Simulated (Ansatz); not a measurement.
**C₂H₇FOSi: small, medium and large basis sets**

One table from this session's results is given with a row withheld; the runs are named, their logs left out.

Method: one geometry, several basis sets; program: Ansatz 0.2.0, Gaussian basis.

The runs, in order: PBE0-D4/def2-SVP; ωB97M-V/def2-SVP; PBE0-D4/def2-QZVPP; ωB97M-V/def2-QZVPP; the functionals' def2-TZVPP values are taken from earlier runs.

### The relaxed structure

All runs share one geometry, relaxed beforehand with PBE0-D4 in a triple-zeta def2 set.

12 atoms, charge 0, spin multiplicity 1.

Atoms are counted from 1 here; the program's logs count them from 0.

Bond lengths: C1–C2 1.528 Å, C1–H6 1.092 Å, C1–H7 1.093 Å, C1–H8 1.093 Å, C2–Si3 1.857 Å, C2–H9 1.097 Å, C2–H10 1.096 Å, Si3–O4 1.636 Å, Si3–F5 1.602 Å, Si3–H11 1.479 Å, O4–H12 0.958 Å. Angles: C2–C1–H6 111.5°, C2–C1–H7 111.5°, C2–C1–H8 111.4°, H6–C1–H7 107.7°, H6–C1–H8 107.4°, H7–C1–H8 107.1°, C1–C2–Si3 113.5°, C1–C2–H9 110.7°, C1–C2–H10 110.6°, Si3–C2–H9 108.5°, Si3–C2–H10 107.7°, H9–C2–H10 105.6°, C2–Si3–O4 113.2°, C2–Si3–F5 107.4°, C2–Si3–H11 113.4°, O4–Si3–F5 109.7°, O4–Si3–H11 105.1°, F5–Si3–H11 107.9° and more.

The first run:

The input, in.yaml:

```yaml
crystal:
  periodic: [false, false, false]
  atoms:
    - {symbol: C, position_ang: [0.569072, 0.494026, 1.371305]}
    - {symbol: C, position_ang: [0.278007, 0.780787, -0.100722]}
    - {symbol: Si, position_ang: [-0.848752, -0.467175, -0.888984]}
    - {symbol: O, position_ang: [-0.245478, -1.987147, -0.861279]}
    - {symbol: F, position_ang: [-1.086308, -0.007809, -2.404990]}
    - {symbol: H, position_ang: [1.220191, 1.255352, 1.806657]}
    - {symbol: H, position_ang: [1.058538, -0.474086, 1.501029]}
    - {symbol: H, position_ang: [-0.349590, 0.472545, 1.963494]}
    - {symbol: H, position_ang: [1.209139, 0.822070, -0.678654]}
    - {symbol: H, position_ang: [-0.184547, 1.767655, -0.216822]}
    - {symbol: H, position_ang: [-2.169435, -0.564742, -0.231502]}
    - {symbol: H, position_ang: [0.626166, -2.146677, -1.225431]}
basis:
  gaussian: {orbitals: def2-SVP}
hamiltonian: {xc: pbe0, dispersion: d4}
output: {orbitals: {seedname: orbitals}}
```

The run is started by

```bash
$ ansatz run in.yaml --threads 4 --pin off --events-out ev --progress --plain --max-ram 10444MiB
```

Steps of the session up to this table: PBE0-D4 in def2-SVP; ωB97M-V in def2-SVP; PBE0-D4 in def2-QZVPP; ωB97M-V in def2-QZVPP.

One table of the session follows, with a row left open; its other results are not shown here.

| functional | basis | HOMO (eV) | LUMO (eV) |
| --- | --- | --- | --- |
| PBE0-D4 | def2-SVP | -8.34 | 1.26 |
| PBE0-D4 | def2-TZVPP | ? | ? |
| PBE0-D4 | def2-QZVPP | -8.45 | 0.26 |
| ωB97M-V | def2-SVP | -10.58 | 2.90 |
| ωB97M-V | def2-TZVPP | -10.69 | 2.06 |
| ωB97M-V | def2-QZVPP | -10.71 | 1.42 |

Q: Estimate the row for PBE0-D4, def2-TZVPP from the others.

**Answer.** HOMO (eV): -8.43; LUMO (eV): 0.64. In the column «HOMO (eV)» it lies between PBE0-D4, def2-QZVPP (-8.45) and PBE0-D4, def2-SVP (-8.34).
